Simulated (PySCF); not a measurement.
# C₆H₁₆O₂Si: NMR shifts in solvents

Aim: compute the NMR shifts of C₆H₁₆O₂Si (`CC(C)OC(C)(C)O[SiH3]`), and see what a dielectric continuum does where one was used.

Programs: PySCF 2.14.0, with density-fitted response routines of our own. Each step states its level of theory. These are calculated values for one molecule, in the gas phase or a continuum, unless marked as measured. Atoms count from 0, in the outputs and in this text.

## 1. Starting geometry

25 atoms, charge 0, multiplicity 1; geometry from: GFN2-xTB. The atoms were then displaced at random by about 0.01 Å, so the start is not that level's minimum.

Bonds of the start (Å): C0–C1 1.54, C1–C2 1.52, C1–O3 1.40, O3–C4 1.42, C4–C5 1.55, C4–C6 1.51, C4–O7 1.40, O7–Si8 1.64, C0–H9 1.11, C0–H10 1.07, C0–H11 1.07, C1–H12 1.10, C2–H13 1.07, C2–H14 1.08, C2–H15 1.11, C5–H16 1.09, C5–H17 1.09, C5–H18 1.08, C6–H19 1.12, C6–H20 1.09, C6–H21 1.10, Si8–H22 1.47, Si8–H23 1.43, Si8–H24 1.45.

## 2. Geometry optimisation at PBE0-D3(BJ)/def2-SVP

What the job is given:

```
{"job": {"xc": "PBE0", "basis": "def2-SVP", "d3": "d3bj", "grid": 1, "shake": 0.01, "kind": "geom"}, "charge": 0, "multiplicity": 1}
C      2.615720    -0.044380    -0.473010
C      1.304090    -0.537390     0.170880
C      1.385040    -2.038280     0.417980
O      0.222800    -0.298950    -0.688330
C     -0.714450     0.705570    -0.336220
C     -0.078070     2.113370    -0.303800
C     -1.810610     0.656330    -1.378050
O     -1.200100     0.486620     0.953070
Si    -2.245350    -0.624820     1.550960
H      2.540750     1.048730    -0.646800
H      2.737770    -0.524920    -1.419880
H      3.449060    -0.222750     0.177910
H      1.112150    -0.010030     1.118410
H      1.490900    -2.555960    -0.513720
H      0.502590    -2.400650     0.924790
H      2.265680    -2.241610     1.059540
H      0.666020     2.184000     0.491400
H     -0.857460     2.852930    -0.106950
H      0.396410     2.305070    -1.255560
H     -2.646250     1.342590    -1.093090
H     -1.434660     0.941710    -2.355990
H     -2.196720    -0.376430    -1.444880
H     -1.930250    -1.981440     1.069720
H     -2.020100    -0.433600     2.950460
H     -3.602570    -0.333640     1.130510
```

Run with:

```sh
OMP_NUM_THREADS=1 python probes_run.py task.json out
```

One launch serves the whole session: the jobs run in the order shown.

Output:

```text
step   0  E = -677.30321963  max force = 0.033075
step   1  E = -677.31197129  max force = 0.004890
step   2  E = -677.31240118  max force = 0.001975
step   3  E = -677.31256041  max force = 0.001234
step   4  E = -677.31265167  max force = 0.001113
step   5  E = -677.31270342  max force = 0.000939
step   6  E = -677.31272300  max force = 0.000394
step   7  E = -677.31272586  max force = 0.000285
optimisation converged
```

Run time: 4.4 min. Hardware: 1 thread of Intel Xeon Platinum 8488C, shared host; peak memory 0.91 GiB.

Step by step:

```
step  energy from step 0 (eV)  largest force component (eV/Å)
   0                   0.0000                          1.7008
   1                  -0.2381                          0.2515
   2                  -0.2498                          0.1016
   3                  -0.2542                          0.0635
   4                  -0.2567                          0.0572
   5                  -0.2581                          0.0483
   6                  -0.2586                          0.0203
   7                  -0.2587                          0.0147
```

Distances of close pairs at the start and the end, largest changes first:

```csv
bond,before (Å),after (Å),change (Å)
Si8–H23,1.430,1.489,+0.059
Si8–H24,1.450,1.495,+0.045
O7–Si8,1.639,1.671,+0.032
C0–H10,1.069,1.101,+0.032
C2–H13,1.071,1.101,+0.030
C0–H11,1.072,1.101,+0.028
C4–C5,1.545,1.523,-0.023
C0–C1,1.542,1.520,-0.022
```

The next job starts from the end point, and lists it.

| at the end point | value |
| --- | --- |
| point group (found at 0.08 Å tolerance) | C1 |
| rotational constants (GHz, main isotopes) | 1.767, 1.020, 0.778 |
| dipole moment (D) | 0.63 |

## 3. Shielding tensors: PBE0/pcSseg-1 in chloroform

What the job is given:

```
{"job": {"kind": "nmr", "xc": "PBE0", "basis": "pcSseg-1", "solvent": "chloroform", "pop": true}, "charge": 0, "multiplicity": 1}
C      2.573727    -0.207888    -0.580400
C      1.308633    -0.577139     0.176226
C      1.284718    -2.043592     0.565634
O      0.170681    -0.329980    -0.640894
C     -0.654324     0.753825    -0.320844
C      0.078133     2.088728    -0.331806
C     -1.766196     0.720430    -1.356455
O     -1.168195     0.605161     0.990181
Si    -2.330159    -0.480081     1.504938
H      2.590882     0.860247    -0.838495
H      2.632884    -0.784374    -1.516672
H      3.469705    -0.429149     0.019587
H      1.230863     0.028645     1.095906
H      1.289230    -2.674478    -0.336828
H      0.377633    -2.280183     1.139549
H      2.161918    -2.304199     1.176815
H      0.860187     2.108679     0.439380
H     -0.629220     2.899505    -0.110507
H      0.535069     2.267848    -1.315004
H     -2.510172     1.502820    -1.152322
H     -1.349452     0.871326    -2.361427
H     -2.257384    -0.264514    -1.344521
H     -2.127673    -1.844155     0.930111
H     -2.198628    -0.532539     2.987198
H     -3.705274    -0.013639     1.148670
```

With the program's defaults for keys left out, this is: GIAO PBE0/pcSseg-1 NMR shielding, non-relativistic, IEF-PCM chloroform.

Output:

```text
coarse grid: 20232 points
cycle   1  E = -677.3837491848  dE =  7.942e-01  |g| = 8.943e-01  |ddm| = 4.173e+00
cycle   2  E = -677.2453996198  dE =  1.383e-01  |g| = 1.256e+00  |ddm| = 1.628e+00
cycle   3  E = -677.5335549363  dE = -2.882e-01  |g| = 1.352e-01  |ddm| = 1.083e+00
cycle   4  E = -677.5368475135  dE = -3.293e-03  |g| = 4.198e-02  |ddm| = 1.235e-01
cycle   5  E = -677.5371837358  dE = -3.362e-04  |g| = 1.313e-02  |ddm| = 3.590e-02
cycle   6  E = -677.5372101894  dE = -2.645e-05  |g| = 4.140e-03  |ddm| = 1.198e-02
cycle   7  E = -677.5372133284  dE = -3.139e-06  |g| = 3.443e-04  |ddm| = 3.045e-03
final grid: 187544 points
cycle   8  E = -677.6140117598  dE = -5.808e-05  |g| = 1.419e-02  |ddm| = 4.154e-02
cycle   9  E = -677.6139784934  dE =  3.327e-05  |g| = 1.976e-02  |ddm| = 2.214e-02
cycle  10  E = -677.6140512770  dE = -7.278e-05  |g| = 1.482e-03  |ddm| = 1.292e-02
cycle  11  E = -677.6140517432  dE = -4.663e-07  |g| = 2.055e-04  |ddm| = 1.441e-03
cycle  12  E = -677.6140517523  dE = -9.069e-09  |g| = 6.220e-05  |ddm| = 2.511e-04
cycle  13  E = -677.6140517528  dE = -5.434e-10  |g| = 3.261e-05  |ddm| = 6.968e-05
cycle  14  E = -677.6140517530  dE = -1.846e-10  |g| = 5.841e-06  |ddm| = 2.586e-05
converged SCF energy = -677.6140517530

GIAO shielding tensors (ppm)
atom      isotropic    diamagn.    paramagn.     s11        s22        s33       span
  0 C      159.444     247.658     -88.214    141.770    151.276    185.286     43.516
  1 C      121.256     244.936    -123.679     88.301    115.547    159.921     71.620
  2 C      159.034     248.366     -89.332    140.676    152.794    183.632     42.956
  3 O      211.318     406.166    -194.848    165.828    228.431    239.695     73.867
  4 C       85.205     239.914    -154.709     67.166     84.514    103.936     36.771
  5 C      156.800     250.074     -93.274    135.904    151.532    182.965     47.060
  6 C      154.004     250.344     -96.339    135.865    142.416    183.732     47.866
  7 O      258.953     401.721    -142.768    203.527    285.120    288.211     84.684
  8 Si     395.322     880.183    -484.862    352.290    366.011    467.664    115.374
  9 H       29.913      31.251      -1.338     24.679     30.258     34.801     10.121
 10 H       30.217      30.488      -0.270     27.360     28.064     35.228      7.868
 11 H       30.322      29.214       1.108     25.912     27.657     37.398     11.486
 12 H       27.342      34.459      -7.117     24.766     27.922     29.338      4.572
 13 H       30.147      31.087      -0.939     27.422     27.985     35.035      7.612
 14 H       29.852      32.401      -2.549     24.628     29.634     35.295     10.667
 15 H       30.278      29.787       0.491     25.948     27.720     37.167     11.219
 16 H       29.444      32.253      -2.809     25.673     29.269     33.388      7.715
 17 H       29.983      30.550      -0.566     26.154     28.092     35.704      9.550
 18 H       30.223      31.542      -1.319     26.727     27.993     35.949      9.221
 19 H       29.925      30.744      -0.820     26.932     27.094     35.748      8.815
 20 H       29.754      30.967      -1.213     26.150     27.773     35.338      9.187
 21 H       29.762      32.275      -2.513     26.500     28.566     34.220      7.720
 22 H       26.210      30.970      -4.759     22.608     25.743     30.280      7.672
 23 H       26.679      29.373      -2.694     23.276     24.666     32.096      8.820
 24 H       26.493      28.956      -2.463     22.763     24.652     32.064      9.302
```

Wall time 84 s (1 thread of Intel Xeon Platinum 8488C, shared host); peak memory 1.4 GiB.

The references, computed at this level on geometries of the same kind, shield at (ppm): ¹H TMS 31.25, ¹³C TMS 185.2, ²⁹Si TMS 351.9, ¹⁷O H2O 341.0. Their shielding less the atom's gives the shift. The references are single molecules in the same continuum, so shifts against H2O, NH3, PH3, H3PO4 or CFCl3 are not on the usual liquid scales and can be off by tens of ppm. Atoms listed in one row are averaged.

```
                       atoms                        environment  σ (ppm)  δ (ppm)
                          C4     sp3 carbon bearing two oxygens     85.2    100.0
                          C1                 sp3 CH bonded to O    121.3     63.9
                      C5, C6                      methyl carbon    155.4     29.8
                      C0, C2                      methyl carbon    159.2     25.9
               H22, H23, H24  hydrogen on a silicon bonded to O    26.46     4.79
                         H12  hydrogen on an sp3 CH bonded to O    27.34     3.91
H16, H17, H18, H19, H20, H21        hydrogen on a methyl carbon    29.85     1.40
 H9, H10, H11, H13, H14, H15        hydrogen on a methyl carbon    30.12     1.13
                          O3                       ether oxygen    211.3    129.7
                          O7             oxygen bonded to C, Si    259.0     82.0
                         Si8           silicon bonded to O, 3 H    395.3    -43.5
```

Charges from the same density, by scheme (e):

| atoms | Mulliken | IAO | Hirshfeld | ESP fit |
| --- | --- | --- | --- | --- |
| C0, C2 | -0.23 | -0.42 | -0.13 | -0.61 |
| C1 | -0.09 | 0.10 | 0.05 | 0.73 |
| O3 | -0.51 | -0.42 | -0.14 | -0.62 |
| C4 | 0.15 | 0.41 | 0.16 | 0.90 |
| C5, C6 | -0.21 | -0.43 | -0.13 | -0.65 |
| O7 | -0.66 | -0.66 | -0.23 | -0.55 |
| Si8 | 0.66 | 0.82 | 0.37 | 0.53 |

Mayer bond orders: C0–C1 1.04, C1–C2 1.05, C1–O3 0.83, O3–C4 0.96, C4–C5 1.02, C4–C6 1.04, C4–O7 0.85, O7–Si8 0.91.

## 4. NMR shieldings: PBE0/pcSseg-1 in cyclohexane

The job, as its differences from that of step 3:

```diff
@@ -1,2 +1,2 @@
-{"job": {"kind": "nmr", "xc": "PBE0", "basis": "pcSseg-1", "solvent": "chloroform", "pop": true}, "charge": 0, "multiplicity": 1}
+{"job": {"kind": "nmr", "xc": "PBE0", "basis": "pcSseg-1", "solvent": "cyclohexane", "pop": false}, "charge": 0, "multiplicity": 1}
 C      2.573727    -0.207888    -0.580400
```

Level: GIAO PBE0/pcSseg-1 NMR shielding, non-relativistic, IEF-PCM cyclohexane.

Output:

```text
coarse grid: 20232 points
cycle   1  E = -677.3800572730  dE =  7.976e-01  |g| = 8.978e-01  |ddm| = 4.173e+00
cycle   2  E = -677.2344715691  dE =  1.456e-01  |g| = 1.272e+00  |ddm| = 1.684e+00
cycle   3  E = -677.5316046412  dE = -2.971e-01  |g| = 1.386e-01  |ddm| = 1.129e+00
cycle   4  E = -677.5350643431  dE = -3.460e-03  |g| = 4.342e-02  |ddm| = 1.288e-01
cycle   5  E = -677.5354221664  dE = -3.578e-04  |g| = 1.402e-02  |ddm| = 3.842e-02
cycle   6  E = -677.5354527494  dE = -3.058e-05  |g| = 4.285e-03  |ddm| = 1.301e-02
cycle   7  E = -677.5354561402  dE = -3.391e-06  |g| = 3.652e-04  |ddm| = 3.259e-03
final grid: 187544 points
cycle   8  E = -677.6122635124  dE = -5.787e-05  |g| = 1.421e-02  |ddm| = 4.154e-02
cycle   9  E = -677.6122296008  dE =  3.391e-05  |g| = 1.984e-02  |ddm| = 2.229e-02
cycle  10  E = -677.6123031409  dE = -7.354e-05  |g| = 1.490e-03  |ddm| = 1.308e-02
cycle  11  E = -677.6123036137  dE = -4.728e-07  |g| = 2.168e-04  |ddm| = 1.491e-03
cycle  12  E = -677.6123036238  dE = -1.018e-08  |g| = 6.282e-05  |ddm| = 2.719e-04
cycle  13  E = -677.6123036244  dE = -6.000e-10  |g| = 3.109e-05  |ddm| = 7.286e-05
converged SCF energy = -677.6123036244

GIAO shielding tensors (ppm)
atom      isotropic    diamagn.    paramagn.     s11        s22        s33       span
  0 C      159.226     247.514     -88.289    141.538    151.140    185.000     43.462
  1 C      121.359     244.928    -123.569     88.514    115.698    159.865     71.351
  2 C      158.847     248.126     -89.279    140.524    152.676    183.341     42.817
  3 O      210.531     405.899    -195.369    165.102    228.099    238.392     73.290
  4 C       85.338     239.889    -154.550     67.101     84.744    104.170     37.069
  5 C      156.615     250.009     -93.394    135.815    151.400    182.632     46.817
  6 C      153.798     250.232     -96.434    135.750    142.242    183.402     47.652
  7 O      258.497     401.507    -143.010    202.841    284.805    287.846     85.006
  8 Si     395.692     880.200    -484.508    352.513    366.233    468.331    115.817
  9 H       29.945      31.263      -1.318     24.726     30.301     34.807     10.081
 10 H       30.188      30.452      -0.264     27.340     28.036     35.188      7.847
 11 H       30.379      29.269       1.109     25.983     27.733     37.420     11.437
 12 H       27.363      34.465      -7.102     24.799     27.924     29.367      4.568
 13 H       30.116      31.031      -0.915     27.395     27.955     34.998      7.603
 14 H       29.845      32.362      -2.517     24.620     29.637     35.279     10.659
 15 H       30.343      29.832       0.511     26.028     27.805     37.196     11.169
 16 H       29.463      32.271      -2.808     25.708     29.297     33.382      7.674
 17 H       30.005      30.572      -0.566     26.190     28.128     35.698      9.508
 18 H       30.280      31.611      -1.332     26.801     28.073     35.964      9.163
 19 H       29.988      30.814      -0.826     27.027     27.167     35.768      8.741
 20 H       29.779      30.993      -1.214     26.186     27.815     35.336      9.150
 21 H       29.752      32.268      -2.516     26.496     28.571     34.189      7.693
 22 H       26.199      30.970      -4.771     22.601     25.728     30.268      7.667
 23 H       26.675      29.374      -2.699     23.275     24.663     32.086      8.811
 24 H       26.493      28.961      -2.468     22.761     24.656     32.064      9.303
```

It took 74 s on 1 thread of Intel Xeon Platinum 8488C, shared host; peak memory 1.3 GiB.

In short: δ C4 99.5, C1 63.5, C5 29.6, C0 25.8, H22 4.80, H12 3.89 ppm (means over like atoms).

## 5. Comparing the runs: NMR shifts

Shifts (ppm) of some atoms, chosen among heavy atoms and hydrogens apart, means over like atoms, with basis size and wall time:

| run | C4 | C1 | H22 | H16 | O3 | O7 | Si8 | functions | time |
| --- | --- | --- | --- | --- | --- | --- | --- | --- | --- |
| PBE0/pcSseg-1 in chloroform | 100.0 | 63.9 | 4.79 | 1.40 | 129.7 | 82.0 | -43.5 | 240 | 84 s |
| PBE0/pcSseg-1 in cyclohexane | 99.5 | 63.5 | 4.80 | 1.38 | 127.8 | 79.8 | -43.8 | 240 | 74 s |

The continuum's effect on the ground state:

```
    solvent     ε  polarisation energy (Eh)  μ (D)
cyclohexane  2.02                   -0.0021   0.66
 chloroform  4.71                   -0.0040   0.72
```

## 6. Outcome

```
                                                                           quantity                        value
                                                                        point group                           C1
                                               rotational constants (main isotopes)         1.77, 1.02, 0.78 GHz
¹³C shifts against TMS (PBE0/pcSseg-1, chloroform, means over atoms taken as alike)  100.0, 63.9, 29.8, 25.9 ppm
 ¹H shifts against TMS (PBE0/pcSseg-1, chloroform, means over atoms taken as alike)   4.79, 3.91, 1.40, 1.13 ppm
                                 ¹⁷O shifts against H2O (PBE0/pcSseg-1, chloroform)              129.7, 82.0 ppm
                                ²⁹Si shifts against TMS (PBE0/pcSseg-1, chloroform)                    -43.5 ppm
                                                           range of the shift of O7             79.8 to 82.0 ppm
```

Relaxing lowered the energy by 0.259 eV in 7 steps; the close pair that moved most is Si8–H23, from 1.430 to 1.489 Å. At PBE0/pcSseg-1: The largest span, 115 ppm, is at Si8, where the paramagnetic term is -485 ppm. In ppm, O7 moves most: its shift spreads over 2.2 ppm, from 79.8 (PBE0/pcSseg-1 in cyclohexane) to 82.0 (PBE0/pcSseg-1 in chloroform). Most of that comes from the computed reference, not from the atom's own shielding. The continuum holds electrostatics alone: no hydrogen bonds to the solvent, and the gas-phase geometry is kept.
